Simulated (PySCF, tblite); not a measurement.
# C5H11NOSi3: geometry, infrared bands and NMR shifts

Wanted: the infrared bands and NMR shifts of C5H11NOSi3 (`NCC#C[Si@@H](C#C[SiH3])O[SiH3]`), by calculation.

Programs: tblite 0.8.0 and PySCF 2.14.0, with density-fitted response routines of our own. Each step states its level of theory. These are calculated values for one molecule in the gas phase, unless marked as measured. Atoms are numbered from 0 throughout.

## 1. Starting geometry

21 atoms, charge 0, multiplicity 1; geometry from: force field or distance geometry start.

Bonds of the start (Å): N0–C1 1.45, C1–C2 1.45, C2–C3 1.21, C3–Si4 1.88, Si4–C5 1.88, C5–C6 1.20, C6–Si7 1.87, Si4–O8 1.66, O8–Si9 1.66, N0–H10 1.02, N0–H11 1.02, C1–H12 1.08, C1–H13 1.11, Si4–H14 1.47, Si7–H15 1.50, Si7–H16 1.48, Si7–H17 1.48, Si9–H18 1.48, Si9–H19 1.48, Si9–H20 1.48.

## 2. Geometry optimisation with GFN2-xTB

Job settings and geometry (Å):

```
{"job": {"kind": "relax", "xc": "GFN2-xTB", "basis": "xTB"}, "charge": 0, "multiplicity": 1}
N      4.290800     0.673800    -0.674400
C      3.934600    -0.731200    -0.596200
C      2.507800    -0.887900    -0.362400
C      1.314300    -0.985800    -0.194700
Si    -0.539400    -1.157600     0.096400
C     -1.242400     0.453000     0.770600
C     -1.690000     1.485100     1.197000
Si    -2.387900     3.089000     1.863700
O     -1.313400    -1.629100    -1.294500
Si    -2.855100    -2.026100    -1.756600
H      3.967700     1.134600     0.179400
H      3.729700     1.091300    -1.422300
H      4.233700    -1.237700    -1.501200
H      4.505400    -1.195900     0.230300
H     -0.759800    -2.207000     1.105900
H     -3.744500     2.857200     2.452400
H     -1.511700     3.643900     2.920600
H     -2.514700     4.079700     0.768800
H     -2.846100    -2.422900    -3.182200
H     -3.745500    -0.859100    -1.575200
H     -3.342500    -3.150300    -0.932600
```

The run is started by

```console
> OMP_NUM_THREADS=1 python probes_run.py task.json out
```

This one command runs all jobs of the session in turn.

**Question.** This job is followed by: GFN2-xTB harmonic vibrations, gas phase; GIAO PBE0/pcSseg-1 NMR shielding, non-relativistic, gas phase. Predict these results of the whole session: strongest single infrared mode (GFN2-xTB); zero-point energy (GFN2-xTB); 13C shifts against TMS (PBE0/pcSseg-1); 1H shifts against TMS (PBE0/pcSseg-1, means over atoms taken as alike); 15N shifts against NH3 (PBE0/pcSseg-1); 29Si shifts against TMS (PBE0/pcSseg-1); 17O shifts against H2O (PBE0/pcSseg-1).

As calculated:

| quantity | value |
| --- | --- |
| strongest single infrared mode (GFN2-xTB) | 1083 cm⁻¹, 712 km/mol |
| zero-point energy (GFN2-xTB) | 83.6 kcal/mol |
| 13C shifts against TMS (PBE0/pcSseg-1) | 120.2, 115.9, 109.0, 88.8, 36.5 ppm |
| 1H shifts against TMS (PBE0/pcSseg-1, means over atoms taken as alike) | 5.17, 5.04, 4.26, 3.66, 3.61, 0.94 ppm |
| 15N shifts against NH3 (PBE0/pcSseg-1) | 44.9 ppm |
| 29Si shifts against TMS (PBE0/pcSseg-1) | -45.1, -72.3, -99.3 ppm |
| 17O shifts against H2O (PBE0/pcSseg-1) | 28.1 ppm |

**Reading.** Relaxing lowered the energy by 0.254 eV in 104 steps; the close pair that moved most is O8–Si9, from 1.658 to 1.616 Å. No mode is imaginary among the 57: a minimum at this level. The strongest single mode, at 1083 cm⁻¹, moves mainly O8. GFN2-xTB is a fitted tight-binding method: band positions and strengths are rough. Its intensities can rank the bands wrongly.
